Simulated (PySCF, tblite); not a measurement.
# C6H17BNP: geometry, infrared bands and NMR shifts

What infrared bands and NMR shifts should C6H17BNP (`[BH3-][P+]1(N)CCCCCC1`) show?

Computed with tblite 0.8.0 and PySCF 2.14.0, with density-fitted response routines of our own, on a single molecule in the gas phase. Atoms are numbered from 0 throughout.

## 1. The starting structure

26 atoms, charge 0, multiplicity 1; geometry from: force field or distance geometry start.

Bonds of the start (Å): B0–P1 1.88, P1–N2 1.78, P1–C3 1.80, C3–C4 1.54, C4–C5 1.50, C5–C6 1.52, C6–C7 1.48, C7–C8 1.47, C8–P1 1.78, B0–H9 1.21, B0–H10 1.20, B0–H11 1.19, N2–H12 1.04, N2–H13 1.04, C3–H14 1.12, C3–H15 1.08, C4–H16 1.10, C4–H17 1.10, C5–H18 1.11, C5–H19 1.11, C6–H20 1.12, C6–H21 1.10, C7–H22 1.12, C7–H23 1.12, C8–H24 1.13, C8–H25 1.13.

## 2. Relaxing the molecule with GFN2-xTB

What the job is given:

```
{"job": {"kind": "relax", "xc": "GFN2-xTB", "basis": "xTB"}, "charge": 0, "multiplicity": 1}
B     -2.454700     0.655700    -1.053800
P     -1.123600    -0.182500    -0.022600
N     -1.945500    -1.411200     0.962900
C      0.052800    -1.110000    -1.024400
C      1.174900    -1.471600    -0.037600
C      2.250300    -0.456500    -0.287800
C      1.747900     0.974300    -0.274800
C      1.017500     1.363200     0.955600
C     -0.386400     0.968000     1.122600
H     -3.320900     1.105600    -0.335100
H     -1.993600     1.573500    -1.667100
H     -3.001800    -0.136500    -1.748800
H     -2.671800    -1.840800     0.348000
H     -2.472600    -0.969900     1.744100
H     -0.458500    -2.053100    -1.331800
H      0.423500    -0.536100    -1.858900
H      0.797700    -1.484700     0.990800
H      1.538300    -2.482900    -0.285700
H      2.696000    -0.618100    -1.292400
H      3.079600    -0.590900     0.442300
H      2.676200     1.604000    -0.278100
H      1.250100     1.218500    -1.228400
H      1.088100     2.481200     1.054500
H      1.583800     0.971100     1.833800
H     -1.044300     1.885500     1.116300
H     -0.524000     0.567000     2.169600
```

Command:

```sh
$ OMP_NUM_THREADS=1 python probes_run.py task.json out
```

The driver reads the jobs from task.json and runs them one after another.

**Question.** This job is followed by: GFN2-xTB harmonic vibrations, gas phase; GIAO PBE0/pcSseg-1 NMR shielding, non-relativistic, gas phase. What will the session give for the following? strongest single infrared mode (GFN2-xTB); zero-point energy (GFN2-xTB); 13C shifts against TMS (PBE0/pcSseg-1, means over atoms taken as alike); 1H shifts against TMS (PBE0/pcSseg-1, means over atoms taken as alike); 11B shifts against BF3·OEt2 (PBE0/pcSseg-1); 31P shifts against H3PO4 (PBE0/pcSseg-1); 15N shifts against NH3 (PBE0/pcSseg-1); surface potential, 1st and 99th percentile.

As calculated:

```
                                                               quantity                                               value
                              strongest single infrared mode (GFN2-xTB)                               2378 cm⁻¹, 226 km/mol
                                           zero-point energy (GFN2-xTB)                                      140.8 kcal/mol
13C shifts against TMS (PBE0/pcSseg-1, means over atoms taken as alike)                                32.4, 30.6, 24.7 ppm
 1H shifts against TMS (PBE0/pcSseg-1, means over atoms taken as alike)  2.04, 1.97, 1.80, 1.79, 1.66, 1.63, 0.88, 0.60 ppm
                            11B shifts against BF3·OEt2 (PBE0/pcSseg-1)                                           -43.8 ppm
                               31P shifts against H3PO4 (PBE0/pcSseg-1)                                            57.5 ppm
                                 15N shifts against NH3 (PBE0/pcSseg-1)                                            47.8 ppm
                                  surface potential, 1st and 99th percentile                                  -1.51 V and 1.63 V
```

In words: The optimisation took 159 steps and gained 1.103 eV; among the close pairs (by a distance rule), P1–N2 changed most, from 1.777 to 1.706 Å. All 72 modes are real, so the xTB geometry is a minimum. The strongest single mode, at 2378 cm⁻¹, moves mainly H11. GFN2-xTB is a fitted tight-binding method: band positions and strengths are rough. Its intensities can rank the bands wrongly. At PBE0/pcSseg-1: Shielding is most anisotropic at P1 (span 137 ppm, paramagnetic term -706 ppm).
